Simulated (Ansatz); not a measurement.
# KNbO2: the cost of one run

Computed with Ansatz 0.2.0 (DFT PBE, scalar-relativistic, plane waves, PAW, unless a step's input says otherwise).

1 further run of the same task is left out (set aside as unsound or not needed).

### 1 The starting structure

It takes space group P-6m2 (No. 187, hexagonal). The conventional cell has a = 4.631 Å, b = 4.631 Å, c = 3.973 Å, α = 90.00°, β = 90.00°, γ = 120.00°. K (site symmetry -6m2) is surrounded by 3 Nb at 2.67 Å and 3 O at 2.67 Å. Nb (site symmetry -6m2) is surrounded by 3 K at 2.67 Å and 3 O at 2.67 Å. Around O (site symmetry -6m2) lie 2 O at 1.99 Å and 3 Nb at 2.67 Å and 3 K at 2.67 Å. O (site symmetry -6m2) has 2 O at 1.99 Å as nearest neighbours.

Structure file:

```
CELL_PARAMETERS angstrom
4.63059 0.00000 0.00000
-2.31530 4.01021 0.00000
0.00000 0.00000 3.97300
ATOMIC_POSITIONS crystal
K 0.33333 0.66667 0.00000
Nb 0.00000 0.00000 0.00000
O 0.66667 0.33333 0.00000
O 0.66667 0.33333 0.50000
```

Recipe of the guess: random cell by space group and Wyckoff sites (P-6m2, No. 187). Its size is a rough estimate.

### 2 The guess as it stands, on a coarse mesh

The input, input.yaml:

```yaml
crystal:
  lattice:
    - [4.63059495, 0.0, 0.0]
    - [-2.31529747, 4.01021286, 0.0]
    - [0.0, 0.0, 3.97299901]
  atoms:
    - { symbol: K, position: [0.33333333, 0.66666667, 0.0] }
    - { symbol: Nb, position: [0.0, 0.0, 0.0] }
    - { symbol: O, position: [0.66666667, 0.33333333, 0.0] }
    - { symbol: O, position: [0.66666667, 0.33333333, 0.5] }
basis:
  ecutwfc: 420
kpoints:
  mp_grid: { grid: [6, 6, 4] }
hamiltonian:
  xc: pbe
scf:
  occupations: { method: gaussian, width: 0.1 }
  lower_state_search: "off"
output:
  forces: true
  stress: true
  eigenvalues: true
```

Run with:

```sh
ansatz run input.yaml --threads 1 --pin off --max-ram 2560MiB --backend cpu --events-out ev --progress --plain --runs-dir out
```

Q: Estimate wall time and peak memory on 1 thread of Intel Xeon 6975P-C (Granite Rapids), shared host.

About 1.7 s, with a peak of 0.4 GiB.
